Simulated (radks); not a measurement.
# Valence configurations of Sr

NIST gives [Kr] 5s2 as the ground configuration of Sr. Does this level of theory agree? Several fillings of the valence shells are run.

The numbers are computed with radks (a radial shooting solver on a logarithmic mesh, Libxc functionals) version 1 (non-relativistic Kohn-Sham, r2SCAN, spin-polarised, spherical densities, point nucleus; open shells are filled with parallel spins first), except any that are marked as measured or tabulated.

## (1) Starting point

```
element       : strontium (Z = 38)
charge        : 0
electrons     : 38
configuration : [Kr] 5s2
others tried  : 4d1 5s1; 5s1.5 5p0.5; 4d2; 5s1 5p1; 5p2; 4d0.5 5s1.5
```

The outer shells:

Sr
```
[Kr] core
5s [↑↓]
```

## (2) [Kr] 5s2

The run's settings:

```text
Z 38
configuration [Kr] 5s2
relativity non-relativistic
functional r2scan,r2scan
spin polarised
nucleus point
```

## (3) [Kr] 4d1 5s1

The run's settings:

```text
Z 38
configuration [Kr] 4d1 5s1
relativity non-relativistic
functional r2scan,r2scan
spin polarised
nucleus point
```

## (4) [Kr] 5s1.5 5p0.5

The run's settings:

```text
Z 38
configuration [Kr] 5s1.5 5p0.5
relativity non-relativistic
functional r2scan,r2scan
spin polarised
nucleus point
```

## (5) [Kr] 4d2

The run's settings:

```text
Z 38
configuration [Kr] 4d2
relativity non-relativistic
functional r2scan,r2scan
spin polarised
nucleus point
```

## (6) [Kr] 5s1 5p1

The run's settings:

```text
Z 38
configuration [Kr] 5s1 5p1
relativity non-relativistic
functional r2scan,r2scan
spin polarised
nucleus point
```

## (7) [Kr] 5p2

The run's settings:

```text
Z 38
configuration [Kr] 5p2
relativity non-relativistic
functional r2scan,r2scan
spin polarised
nucleus point
```

## (8) [Kr] 4d0.5 5s1.5

The run's settings:

```text
Z 38
configuration [Kr] 4d0.5 5s1.5
relativity non-relativistic
functional r2scan,r2scan
spin polarised
nucleus point
```

**Question.** What will these runs give? Wanted: for each run, valence; E − E(NIST configuration); moment; highest level; its energy; 1s shift.

**Answer**, as computed:

```csv
valence,E − E(NIST configuration) (eV),moment (μB),highest level,its energy (eV),1s shift (eV)
5s2,0.000,0,5s,-3.530,+0.00
5s1.5 5p0.5,0.939,1,5p up,-1.825,-0.58
4d0.5 5s1.5,0.964,1,4d up,-1.225,+0.76
5s1 5p1,1.465,2,5p up,-2.130,-0.94
4d1 5s1,1.562,2,4d up,-1.094,+1.46
5p2,3.818,2,5p up,-2.564,-2.17
4d2,3.931,2,4d up,-0.931,+1.95
```

The NIST configuration is the lowest of those tried, 0.939 eV under 5s1.5 5p0.5. The energies are those of spherical high-spin densities, not of single terms. Relativity is left out, which favours d and f over s occupation in heavy atoms. The 1s eigenvalue shifts by up to 2.17 eV as the valence charge is rearranged.
